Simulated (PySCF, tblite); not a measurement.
# C₅H₈NO₂−: a rotation path, then NMR shifts on frames, part 2 of 2

tblite 0.8.0 and PySCF 2.14.0. Atoms count from 0. The steps go on from the part before.

## Step 5: Shielding tensors: image 5, PBE0/pcSseg-1

Job settings and geometry (Å):

```
{"job": {"kind": "nmr", "xc": "PBE0", "basis": "pcSseg-1", "pop": false}, "charge": -1, "multiplicity": 1}
C      1.981000    -1.135700    -0.357700
N      1.647500    -0.311800     0.524600
C      0.855000     0.825100     0.171200
C     -0.623900     0.644800     0.576200
C     -0.917700    -0.663800     1.299400
C     -1.598900     0.787300    -0.700700
O     -1.103800     1.291200    -1.714400
O     -2.755400     0.404400    -0.498500
H      2.529600    -2.021700    -0.058400
H      1.751500    -1.033000    -1.425200
H      0.865300     1.033200    -0.912800
H      1.284600     1.680800     0.704300
H     -0.916600     1.470600     1.237400
H     -0.385000    -0.726500     2.250200
H     -0.630900    -1.516100     0.685200
H     -1.990000    -0.719900     1.475200
```

Method: GIAO PBE0/pcSseg-1 NMR shielding, non-relativistic, gas phase.

Standard output:

```text
coarse grid: 13624 points
cycle   1  E = -399.7724403547  dE =  1.113e+00  |g| = 1.089e+00  |ddm| = 3.526e+00
cycle   2  E = -398.5854440785  dE =  1.187e+00  |g| = 2.362e+00  |ddm| = 3.731e+00
cycle   3  E = -399.9224281781  dE = -1.337e+00  |g| = 5.812e-01  |ddm| = 3.292e+00
cycle   4  E = -400.0018206790  dE = -7.939e-02  |g| = 1.604e-01  |ddm| = 6.989e-01
cycle   5  E = -400.0043979785  dE = -2.577e-03  |g| = 1.334e-01  |ddm| = 2.514e-01
cycle   6  E = -400.0079666740  dE = -3.569e-03  |g| = 1.580e-02  |ddm| = 1.058e-01
cycle   7  E = -400.0079942207  dE = -2.755e-05  |g| = 1.158e-02  |ddm| = 2.369e-02
cycle   8  E = -400.0080194569  dE = -2.524e-05  |g| = 3.116e-03  |ddm| = 1.029e-02
cycle   9  E = -400.0080215143  dE = -2.057e-06  |g| = 7.459e-04  |ddm| = 3.290e-03
final grid: 132424 points
cycle  10  E = -400.0759999234  dE = -2.447e-05  |g| = 1.255e-02  |ddm| = 2.850e-02
cycle  11  E = -400.0759527255  dE =  4.720e-05  |g| = 2.007e-02  |ddm| = 2.764e-02
cycle  12  E = -400.0760305433  dE = -7.782e-05  |g| = 1.754e-03  |ddm| = 1.793e-02
cycle  13  E = -400.0760311999  dE = -6.566e-07  |g| = 4.225e-04  |ddm| = 1.306e-03
cycle  14  E = -400.0760312302  dE = -3.030e-08  |g| = 1.706e-04  |ddm| = 3.915e-04
cycle  15  E = -400.0760312366  dE = -6.416e-09  |g| = 3.502e-05  |ddm| = 1.672e-04
cycle  16  E = -400.0760312368  dE = -2.389e-10  |g| = 1.238e-05  |ddm| = 4.154e-05
converged SCF energy = -400.0760312368

GIAO shielding tensors (ppm)
atom      isotropic    diamagn.    paramagn.     s11        s22        s33       span
  0 C       37.170     254.715    -217.545    -67.278     65.580    113.208    180.486
  1 N     -176.445     329.168    -505.613   -608.527   -205.541    284.735    893.262
  2 C      120.352     247.750    -127.399     93.059    113.376    154.621     61.562
  3 C      144.932     252.658    -107.726    123.493    144.877    166.427     42.934
  4 C      169.364     247.916     -78.552    162.409    170.038    175.646     13.238
  5 C       15.945     243.779    -227.834    -70.550     54.515     63.871    134.420
  6 O       13.084     407.349    -394.266   -207.640    -45.446    292.337    499.977
  7 O       24.096     405.531    -381.434   -196.474    -33.253    302.015    498.488
  8 H       24.706      29.957      -5.250     23.454     24.004     26.661      3.207
  9 H       24.249      31.877      -7.628     21.032     24.097     27.619      6.587
 10 H       26.298      31.929      -5.631     22.434     26.382     30.079      7.645
 11 H       27.626      31.497      -3.871     25.017     26.079     31.782      6.766
 12 H       29.809      33.163      -3.354     26.318     29.272     33.837      7.519
 13 H       31.264      31.380      -0.116     27.277     29.154     37.363     10.086
 14 H       31.723      32.784      -1.061     27.428     31.287     36.454      9.026
 15 H       29.706      31.252      -1.546     24.649     28.942     35.527     10.878
```

It took 24 s on 1 thread of Arm Neoverse V1, shared host; peak memory 0.86 GiB.

In short: δ C5 171.0, C0 149.8, C2 66.6, C3 42.0, H9 7.47, H8 7.01 ppm.

## Step 6: NMR shieldings: image 6, PBE0/pcSseg-1

Job settings and geometry (Å):

```
{"job": {"kind": "nmr", "xc": "PBE0", "basis": "pcSseg-1", "pop": false}, "charge": -1, "multiplicity": 1}
C      1.925300    -1.102700    -0.527600
N      1.588900    -0.413500     0.462100
C      0.869700     0.808400     0.267700
C     -0.631200     0.642200     0.576800
C     -0.948900    -0.587100     1.417400
C     -1.515800     0.640800    -0.769300
O     -0.966800     1.084000    -1.784400
O     -2.672800     0.236600    -0.616300
H      2.424600    -2.049000    -0.349700
H      1.745500    -0.824000    -1.571400
H      0.937800     1.180300    -0.768900
H      1.316000     1.539800     0.952700
H     -0.973500     1.534100     1.119300
H     -0.470500    -0.539400     2.397500
H     -0.607900    -1.488900     0.911600
H     -2.028200    -0.652700     1.538200
```

With the program's defaults for keys left out, this is: GIAO PBE0/pcSseg-1 NMR shielding, non-relativistic, gas phase.

Standard output:

```text
coarse grid: 13624 points
cycle   1  E = -399.7743464674  dE =  1.112e+00  |g| = 1.089e+00  |ddm| = 3.524e+00
cycle   2  E = -398.9047273751  dE =  8.696e-01  |g| = 2.192e+00  |ddm| = 3.716e+00
cycle   3  E = -399.9554307239  dE = -1.051e+00  |g| = 4.661e-01  |ddm| = 3.160e+00
cycle   4  E = -400.0046407720  dE = -4.921e-02  |g| = 1.587e-01  |ddm| = 6.065e-01
cycle   5  E = -400.0075003576  dE = -2.860e-03  |g| = 1.084e-01  |ddm| = 2.085e-01
cycle   6  E = -400.0098554081  dE = -2.355e-03  |g| = 1.430e-02  |ddm| = 8.810e-02
cycle   7  E = -400.0098782298  dE = -2.282e-05  |g| = 1.048e-02  |ddm| = 2.122e-02
cycle   8  E = -400.0098998809  dE = -2.165e-05  |g| = 2.329e-03  |ddm| = 8.925e-03
cycle   9  E = -400.0099010877  dE = -1.207e-06  |g| = 5.473e-04  |ddm| = 2.655e-03
final grid: 132424 points
cycle  10  E = -400.0780565533  dE = -2.566e-05  |g| = 1.209e-02  |ddm| = 2.892e-02
cycle  11  E = -400.0780131901  dE =  4.336e-05  |g| = 1.932e-02  |ddm| = 2.661e-02
cycle  12  E = -400.0780847452  dE = -7.156e-05  |g| = 1.698e-03  |ddm| = 1.733e-02
cycle  13  E = -400.0780853647  dE = -6.195e-07  |g| = 4.131e-04  |ddm| = 1.264e-03
cycle  14  E = -400.0780853938  dE = -2.911e-08  |g| = 1.643e-04  |ddm| = 3.708e-04
cycle  15  E = -400.0780853998  dE = -5.974e-09  |g| = 3.348e-05  |ddm| = 1.614e-04
cycle  16  E = -400.0780854000  dE = -2.268e-10  |g| = 9.795e-06  |ddm| = 3.930e-05
converged SCF energy = -400.0780854000

GIAO shielding tensors (ppm)
atom      isotropic    diamagn.    paramagn.     s11        s22        s33       span
  0 C       35.557     254.523    -218.966    -69.137     61.077    114.730    183.867
  1 N     -171.749     328.856    -500.605   -595.326   -202.321    282.400    877.726
  2 C      121.206     247.846    -126.640     97.522    114.880    151.217     53.695
  3 C      143.041     252.657    -109.616    124.979    141.186    162.958     37.979
  4 C      170.519     247.450     -76.932    163.769    170.177    177.610     13.841
  5 C       16.514     243.676    -227.162    -70.571     55.699     64.414    134.984
  6 O       12.016     407.688    -395.672   -215.231    -44.583    295.862    511.092
  7 O       22.995     405.513    -382.518   -201.886    -32.688    303.559    505.444
  8 H       24.642      30.017      -5.375     23.362     24.023     26.542      3.180
  9 H       24.165      31.688      -7.524     21.014     23.900     27.580      6.566
 10 H       26.174      32.070      -5.896     22.705     26.395     29.422      6.717
 11 H       27.787      31.533      -3.746     25.032     26.340     31.991      6.959
 12 H       29.935      33.215      -3.280     26.894     29.080     33.830      6.936
 13 H       31.229      31.110       0.119     27.229     28.999     37.460     10.231
 14 H       31.404      32.326      -0.923     26.799     31.254     36.158      9.359
 15 H       29.700      31.113      -1.413     24.717     28.960     35.424     10.707
```

It took 23 s on 1 thread of Arm Neoverse V1, shared host; peak memory 0.86 GiB.

Key values: δ C5 170.4, C0 151.4, C2 65.7, C3 43.9, H9 7.55, H8 7.07 ppm.

## Step 7: NMR shieldings: image 8, PBE0/pcSseg-1

Job settings and geometry (Å):

```
{"job": {"kind": "nmr", "xc": "PBE0", "basis": "pcSseg-1", "pop": false}, "charge": -1, "multiplicity": 1}
C      1.681000    -1.008400    -0.840000
N      1.573200    -0.521100     0.310300
C      0.934300     0.758600     0.459200
C     -0.591200     0.623100     0.575400
C     -1.011200    -0.416400     1.603500
C     -1.246200     0.342800    -0.864700
O     -0.671000     0.883400    -1.819300
O     -2.275600    -0.339100    -0.860300
H      2.127800    -1.992500    -0.938400
H      1.342100    -0.517200    -1.753700
H      1.125300     1.411400    -0.404300
H      1.345800     1.213000     1.371000
H     -0.983600     1.606900     0.874100
H     -0.799800    -0.083100     2.622400
H     -0.480700    -1.349800     1.425400
H     -2.077800    -0.602600     1.495700
```

Method: GIAO PBE0/pcSseg-1 NMR shielding, non-relativistic, gas phase.

Standard output:

```text
coarse grid: 13624 points
cycle   1  E = -399.7804400135  dE =  1.106e+00  |g| = 1.090e+00  |ddm| = 3.530e+00
cycle   2  E = -399.4467834831  dE =  3.337e-01  |g| = 1.739e+00  |ddm| = 3.552e+00
cycle   3  E = -400.0095648683  dE = -5.628e-01  |g| = 1.522e-01  |ddm| = 2.600e+00
cycle   4  E = -400.0137652378  dE = -4.200e-03  |g| = 8.044e-02  |ddm| = 1.981e-01
cycle   5  E = -400.0149391661  dE = -1.174e-03  |g| = 3.455e-02  |ddm| = 8.303e-02
cycle   6  E = -400.0151489044  dE = -2.097e-04  |g| = 8.570e-03  |ddm| = 3.305e-02
cycle   7  E = -400.0151628956  dE = -1.399e-05  |g| = 2.033e-03  |ddm| = 9.096e-03
cycle   8  E = -400.0151638227  dE = -9.271e-07  |g| = 5.860e-04  |ddm| = 2.442e-03
final grid: 132424 points
cycle   9  E = -400.0831604740  dE = -3.256e-05  |g| = 1.134e-02  |ddm| = 2.974e-02
cycle  10  E = -400.0831259222  dE =  3.455e-05  |g| = 1.764e-02  |ddm| = 2.470e-02
cycle  11  E = -400.0831855622  dE = -5.964e-05  |g| = 1.574e-03  |ddm| = 1.581e-02
cycle  12  E = -400.0831860807  dE = -5.185e-07  |g| = 3.497e-04  |ddm| = 1.205e-03
cycle  13  E = -400.0831860989  dE = -1.819e-08  |g| = 1.891e-04  |ddm| = 3.623e-04
cycle  14  E = -400.0831861067  dE = -7.735e-09  |g| = 3.644e-05  |ddm| = 1.726e-04
cycle  15  E = -400.0831861069  dE = -2.751e-10  |g| = 7.833e-06  |ddm| = 3.794e-05
converged SCF energy = -400.0831861069

GIAO shielding tensors (ppm)
atom      isotropic    diamagn.    paramagn.     s11        s22        s33       span
  0 C       26.021     254.485    -228.464    -82.536     39.446    121.153    203.690
  1 N     -154.428     328.502    -482.930   -548.491   -193.953    279.160    827.650
  2 C      123.286     248.207    -124.920    105.495    116.959    147.405     41.909
  3 C      136.224     252.465    -116.241    121.988    136.613    150.071     28.083
  4 C      172.250     247.583     -75.333    157.323    175.048    184.379     27.055
  5 C       16.145     244.038    -227.893    -72.071     56.196     64.309    136.380
  6 O       12.187     408.412    -396.225   -214.533    -39.555    290.649    505.183
  7 O       -2.942     405.615    -408.556   -241.651    -59.677    292.503    534.155
  8 H       24.379      30.067      -5.688     23.585     24.122     25.429      1.845
  9 H       23.447      31.520      -8.073     19.541     23.348     27.453      7.912
 10 H       26.823      32.390      -5.567     24.149     26.330     29.989      5.840
 11 H       27.890      31.850      -3.960     25.443     26.774     31.454      6.011
 12 H       29.875      33.313      -3.438     27.295     28.956     33.374      6.079
 13 H       31.457      30.899       0.558     27.369     29.250     37.752     10.384
 14 H       30.694      31.728      -1.033     25.886     31.026     35.172      9.286
 15 H       29.694      31.193      -1.499     24.456     29.182     35.444     10.988
```

Wall time 23 s (1 thread of Arm Neoverse V1, shared host); peak memory 0.86 GiB.

This run: δ C5 170.8, C0 160.9, C2 63.6, C3 50.7, H9 8.27, H8 7.34 ppm.

## Step 8: Run by run: NMR shifts

Shifts (ppm) of some atoms, chosen among heavy atoms and hydrogens apart, with basis size and wall time:

| frame | C0 | C2 | C3 | H11 | H10 | N1 | O7 | functions | time |
| --- | --- | --- | --- | --- | --- | --- | --- | --- | --- |
| image 0 | 142.9 | 77.2 | 46.0 | 5.68 | 2.32 | 442.0 | 318.5 | 176 | 24 s |
| image 2 | 144.7 | 74.8 | 43.3 | 4.67 | 3.16 | 442.8 | 322.6 | 176 | 23 s |
| image 5 | 149.8 | 66.6 | 42.0 | 4.09 | 5.42 | 444.2 | 312.0 | 176 | 24 s |
| image 6 | 151.4 | 65.7 | 43.9 | 3.93 | 5.54 | 439.5 | 313.1 | 176 | 23 s |
| image 8 | 160.9 | 63.6 | 50.7 | 3.83 | 4.89 | 422.2 | 339.0 | 176 | 23 s |

## Step 9: Summary of results

What follows sums up all 2 parts.

| quantity | value |
| --- | --- |
| barrier | 0.173 eV (4.0 kcal/mol) at image 5 |
| end to end (GFN2-xTB) | 0.088 eV |
| ¹³C shifts against TMS (PBE0/pcSseg-1, image 0) | 168.9, 142.9, 77.2, 46.0, 18.6 ppm |
| ¹H shifts against TMS (PBE0/pcSseg-1, image 0) | 7.25, 6.72, 5.68, 2.32, 2.31, 1.73, 0.16, -0.24 ppm |
| ¹⁵N shifts against NH3 (PBE0/pcSseg-1, image 0) | 442.0 ppm |
| ¹⁷O shifts against H2O (PBE0/pcSseg-1, image 0) | 318.5, 316.3 ppm |
| range of the shift of O7 | 312.0 to 339.0 ppm |

What this shows: Along the band the dihedral turns by 120°, and the top (dihedral 237°) lies 4.0 kcal/mol above the start (GFN2-xTB, rough), so at room temperature this motion is fast. The top was not checked by a frequency run. Shifts at one fixed geometry are not the observed spectrum, which averages over the motion. In the first frame run (image 0): The widest tensor belongs to N1: span 829 ppm, with a paramagnetic part of -504 ppm. In ppm, O7 moves most: its shift spreads over 27.0 ppm, from 312.0 (image 5) to 339.0 (image 8).
